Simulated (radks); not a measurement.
# Ionising lead step by step, Pb to Pb⁸⁺

The task here is to estimate one member of a computed series from the others.

The numbers are computed with radks (a radial shooting solver on a logarithmic mesh, Libxc functionals) version 1 (scalar-relativistic Kohn-Sham, LDA (Slater exchange, Perdew-Wang correlation), spin-unpolarised, spherical densities, finite nucleus), except any that are marked as measured or tabulated.

**The system**

```
element             : lead (Z = 82)
charges             : 0 to 8
first configuration : [Hg] 6p2
last configuration  : [Xe] 4f14 5d6
```

Outer shells as boxes (Hund's rule):

Pb
```
[Hg] core
6p [↑ ][↑ ][  ]
```

Pb⁸⁺
```
[Xe] core
4f [↑↓][↑↓][↑↓][↑↓][↑↓][↑↓][↑↓]
5d [↑↓][↑ ][↑ ][↑ ][↑ ]
```

The first run:

The run's settings:

```text
Z 82
configuration [Hg] 6p2
relativity scalar-relativistic
functional lda,pw
spin unpolarised
nucleus finite rms 5.5012 fm
c 137.035999084
```

Among the steps run: Pb, [Hg] 6p2; Pb⁺, [Hg] 6p1; Pb²⁺, [Hg]; Pb³⁺, [Xe] 4f14 5d10 6s1; Pb⁴⁺, [Xe] 4f14 5d10; Pb⁵⁺, [Xe] 4f14 5d9; Pb⁶⁺, [Xe] 4f14 5d8; Pb⁷⁺, [Xe] 4f14 5d7; Pb⁸⁺, [Xe] 4f14 5d6.

One table of the session follows, with a row left open; its other results are not shown here.

| species | Δ-SCF (eV) | −ε(HOMO) (eV) |
| --- | --- | --- |
| Pb | ? | ? |
| Pb⁺ | 13.759 | 10.149 |
| Pb²⁺ | 32.860 | 27.860 |
| Pb³⁺ | 43.173 | 37.963 |
| Pb⁴⁺ | 70.051 | 61.942 |
| Pb⁵⁺ | 86.860 | 78.351 |
| Pb⁶⁺ | 104.43 | 95.563 |
| Pb⁷⁺ | 122.70 | 113.50 |

Estimate the missing values for Pb.

**Answer.** Δ-SCF (eV): 6.828; −ε(HOMO) (eV): 3.706. In the column «Δ-SCF (eV)» it is the lowest.

Caveats from the session: Spin polarisation and multiplet splitting are left out, so open shells lie too high by an amount that depends on their filling.
